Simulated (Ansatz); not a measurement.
# C2H7NSi: basis-set convergence

One table from this session's results is given with a row withheld; the runs are named, their logs left out.

Program: Ansatz 0.2.0, Gaussian basis. Level of theory: one geometry, several basis sets. These are calculated values, not measurements.

Levels to be run: PBE0-D4/def2-SVP; ωB97M-V/def2-SVP; PBE0-D4/def2-QZVPP; ωB97M-V/def2-QZVPP; the functionals' def2-TZVPP values are taken from earlier runs.

## Structure used throughout

All runs share one geometry, relaxed beforehand with PBE0-D4 in a triple-zeta def2 set.

SMILES `C1NC[SiH2]1`, 11 atoms, charge 0, spin multiplicity 1.

Atoms are counted from 1 here; the program's logs count them from 0.

Bond lengths: C1–N2 1.475 Å, C1–Si4 1.890 Å, C1–H5 1.091 Å, C1–H6 1.100 Å, N2–C3 1.475 Å, N2–H7 1.013 Å, C3–Si4 1.890 Å, C3–H8 1.100 Å, C3–H9 1.091 Å, Si4–H10 1.489 Å, Si4–H11 1.486 Å. Angles: N2–C1–Si4 85.8°, N2–C1–H5 113.5°, N2–C1–H6 114.4°, Si4–C1–H5 120.7°, Si4–C1–H6 112.2°, H5–C1–H6 108.9°, C1–N2–C3 103.9°, C1–N2–H7 114.9°, C3–N2–H7 114.9°, N2–C3–Si4 85.8°, N2–C3–H8 114.4°, N2–C3–H9 113.5°, Si4–C3–H8 112.2°, Si4–C3–H9 120.7°, H8–C3–H9 108.9°, C1–Si4–C3 75.8°, C1–Si4–H10 119.6°, C1–Si4–H11 114.9° and more.

Geometry (Å):

```
C    -0.3739    1.0962   -0.2613
N    -0.4983    0.3153    0.9837
C     0.3803   -0.8481    0.7607
Si    0.0799   -0.5454   -1.0803
H    -1.2890    1.6230   -0.5373
H     0.4636    1.8096   -0.2693
H    -0.3101    0.8345    1.8324
H     1.4313   -0.6853    1.0421
H     0.0235   -1.7608    1.2414
H     1.2237   -0.6018   -2.0318
H    -1.0656   -1.2942   -1.6595
```

The first run:

File in.yaml:

```yaml
crystal:
  periodic: [false, false, false]
  atoms:
    - {symbol: C, position_ang: [-0.373901, 1.096156, -0.261318]}
    - {symbol: N, position_ang: [-0.498306, 0.315307, 0.983691]}
    - {symbol: C, position_ang: [0.380275, -0.848142, 0.760714]}
    - {symbol: Si, position_ang: [0.079859, -0.545385, -1.080323]}
    - {symbol: H, position_ang: [-1.289014, 1.623010, -0.537322]}
    - {symbol: H, position_ang: [0.463598, 1.809587, -0.269306]}
    - {symbol: H, position_ang: [-0.310080, 0.834460, 1.832421]}
    - {symbol: H, position_ang: [1.431334, -0.685287, 1.042139]}
    - {symbol: H, position_ang: [0.023512, -1.760755, 1.241382]}
    - {symbol: H, position_ang: [1.223742, -0.601768, -2.031834]}
    - {symbol: H, position_ang: [-1.065617, -1.294182, -1.659544]}
basis:
  gaussian: {orbitals: def2-SVP}
hamiltonian: {xc: pbe0, dispersion: d4}
output: {orbitals: {seedname: orbitals}}
```

Command:

```
> ansatz run in.yaml --threads 2 --pin off --events-out ev --progress --plain --max-ram 4352MiB
```

Steps of the session up to this table: PBE0-D4 in def2-SVP; ωB97M-V in def2-SVP; PBE0-D4 in def2-QZVPP; ωB97M-V in def2-QZVPP.

One table of the session follows, with a row left open; its other results are not shown here.

It belongs to the step «Density functionals: the series». 

```
functional       basis  HOMO (eV)  LUMO (eV)
   PBE0-D4    def2-SVP          ?          ?
   PBE0-D4  def2-TZVPP      -6.54       0.26
   PBE0-D4  def2-QZVPP      -6.58       0.09
   ωB97M-V    def2-SVP      -8.70       2.65
   ωB97M-V  def2-TZVPP      -8.90       1.82
   ωB97M-V  def2-QZVPP      -8.94       1.40
```

**Question.** Estimate the row for PBE0-D4, def2-SVP.

The run gave: HOMO (eV): -6.35; LUMO (eV): 0.77. In the column «HOMO (eV)» it is the highest.
